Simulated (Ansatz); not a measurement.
# Zr2Cl: a trial structure relaxed

The task: take a trial cell of Zr2Cl to zero force and stress.

Method: DFT PBE, scalar-relativistic, plane waves, PAW, in Ansatz 0.2.0.

**1. The starting structure**

It takes space group Fd-3m (No. 227, cubic). Conventional cell: a = 8.333 Å, b = 8.333 Å, c = 8.333 Å, α = 90.00°, β = 90.00°, γ = 90.00°. Zr (site symmetry -3m) is surrounded by 2 Cl at 1.80 Å. Cl (site symmetry -43m) is surrounded by 4 Zr at 1.80 Å.

Coordinates:

```cif
data_structure
_symmetry_space_group_name_H-M 'Fd-3m:1'
_symmetry_Int_Tables_number 227
_cell_length_a 8.3326
_cell_length_b 8.3326
_cell_length_c 8.3326
_cell_angle_alpha 90.000
_cell_angle_beta 90.000
_cell_angle_gamma 90.000
_cell_volume 578.55
loop_
_atom_site_label
_atom_site_type_symbol
_atom_site_symmetry_multiplicity
_atom_site_Wyckoff_symbol
_atom_site_fract_x
_atom_site_fract_y
_atom_site_fract_z
_atom_site_occupancy
Zr1 Zr 16 d 0.12500 0.62500 0.12500 1
Cl1 Cl 8 b 0.00000 0.00000 0.50000 1
```

A structure generator made this guess: random cell by space group and Wyckoff sites (Fd-3m, No. 227). Its size is a rough estimate.

**2. A first look at the guess**

File input.yaml:

```yaml
crystal:
  lattice:
    - [0.0, 4.16629799, 4.16629799]
    - [4.16629799, 0.0, 4.16629799]
    - [4.16629799, 4.16629799, 0.0]
  atoms:
    - { symbol: Zr, position: [0.125, 0.125, 0.125] }
    - { symbol: Zr, position: [0.125, 0.125, 0.625] }
    - { symbol: Zr, position: [0.125, 0.625, 0.125] }
    - { symbol: Zr, position: [0.625, 0.125, 0.125] }
    - { symbol: Cl, position: [0.0, 0.0, 0.0] }
    - { symbol: Cl, position: [0.25, 0.25, 0.25] }
basis:
  ecutwfc: 420
kpoints:
  mp_grid: { grid: [4, 4, 4] }
hamiltonian:
  xc: pbe
scf:
  occupations: { method: gaussian, width: 0.1 }
  lower_state_search: "off"
output:
  forces: true
  stress: true
  eigenvalues: true
```

The run is started by

```sh
> ansatz run input.yaml --threads 1 --pin off --max-ram 2048MiB --backend cpu --events-out ev --progress --plain --runs-dir out
```

The session goes on with these runs: coarse relaxation; spin check on a coarse mesh; relaxation on the finer mesh.

What does the calculation give? Wanted: conventional cell; volume; energy over the elements; gap on the mesh.

The runs gave:

```
                                                              quantity                                                                         value
                                symmetry at the end (tolerance 0.05 Å)                                                   space group Fd-3m (No. 227)
                                                     conventional cell  a = 10.913 Å, b = 10.913 Å, c = 10.913 Å, α = 90.00°, β = 90.00°, γ = 90.00°
                                                                volume                                                                 54.15 Å³/atom
energy over the elements (uncorrected; H, N, O, F and Cl as molecules)                                                                 +1.57 eV/atom
                                                       gap on the mesh                                                                  none (metal)
```

The space group Fd-3m (No. 227) is kept, and the volume per atom grows by 124.6 % from the first guess. With a positive formation energy it can't be a ground state. No finished test with a distortion of lower symmetry is shown, so the end may be a saddle point. Other magnetic orders were not searched.
